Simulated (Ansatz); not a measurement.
Task: the interaction energy of a dimer with the counterpoise correction of FH3OSi, SMILES O[SiH2]F, with Ansatz 0.2.0 through its Python package. Give the script and its output. Level of theory (for the species named): B3LYP, cc-pVDZ basis, multiplicity 1, D3BJ dispersion.

```xyz
6

O    -0.8706    0.1197   -0.8934
Si    0.3762    0.0830    0.1178
F    -0.0921   -0.8661    1.3139
H    -1.6054   -0.3454   -0.6087
H     1.5412   -0.5094   -0.6075
H     0.6927    1.4542    0.6317
```

`fh3osi_dimer.py`
```python
"""Interaction energy of two FH3OSi molecules, with the counterpoise correction."""

import ansatz as az

FIRST = [
    ("O", (-0.8776, 0.1304, -0.8857)),
    ("Si", (0.3692, 0.0937, 0.1255)),
    ("F", (-0.0991, -0.8554, 1.3216)),
    ("H", (-1.6124, -0.3347, -0.601)),
    ("H", (1.5342, -0.4987, -0.5998)),
    ("H", (0.6857, 1.4649, 0.6394)),
]
SECOND = [
    ("O", (3.0214, 3.4326, 0.631)),
    ("Si", (3.2497, 2.7757, 2.0783)),
    ("F", (4.4103, 3.6459, 2.7465)),
    ("H", (3.5888, 4.1225, 0.4323)),
    ("H", (1.9758, 2.9046, 2.8496)),
    ("H", (3.673, 1.3436, 1.9585)),
]

def energy(atoms, ghosts=()):
    molecule = az.Crystal.molecule()
    for symbol, xyz in atoms:
        molecule = molecule.atom(symbol, xyz)
    calc = (
        molecule.calculation()
        .basis(gaussian="cc-pVDZ")
        .functional("B3LYP", dispersion="d3bj")
    )
    deck = calc.input()
    if ghosts:
        deck = deck.set(az.key.basis.gaussian.ghost_atoms, [{"symbol": s, "position_ang": list(xyz)} for s, xyz in ghosts])
    return az.Session.from_dict(deck).plan().execute().report["free_energy_ev"]

# ghost atoms carry the functions of the partner
both = energy(FIRST + SECOND)
alone = energy(FIRST) + energy(SECOND)
ghosted = energy(FIRST, SECOND) + energy(SECOND, FIRST)
print(f"dimer {both:.6f} eV")
print(f"interaction, uncorrected   {96.485332 * (both - alone):8.3f} kJ/mol")
print(f"interaction, counterpoise  {96.485332 * (both - ghosted):8.3f} kJ/mol")
print(f"basis-set superposition    {96.485332 * (alone - ghosted):8.3f} kJ/mol")
```

`python fh3osi_dimer.py` gives:
```text
dimer -25386.529192 eV
interaction, uncorrected     -6.373 kJ/mol
interaction, counterpoise    -4.876 kJ/mol
basis-set superposition       1.497 kJ/mol
```

Uncorrected it is -6.373 kJ/mol, with the counterpoise correction -4.876 kJ/mol; the difference, 1.50 kJ/mol, is the superposition error.

Total energies depend on the basis set; only differences at equal settings carry meaning. The dimer is a generated trial pose of unrelaxed monomers, not a minimum, so the figure is no binding energy, and the basis set is small. b3lyp holds the VWN-RPA fit, as in Gaussian; the form of ORCA and Turbomole is b3lyp5. Wall time of the script: 12 s on 1 thread of Arm Neoverse V2 (shared host), peak memory 0.32 GiB.
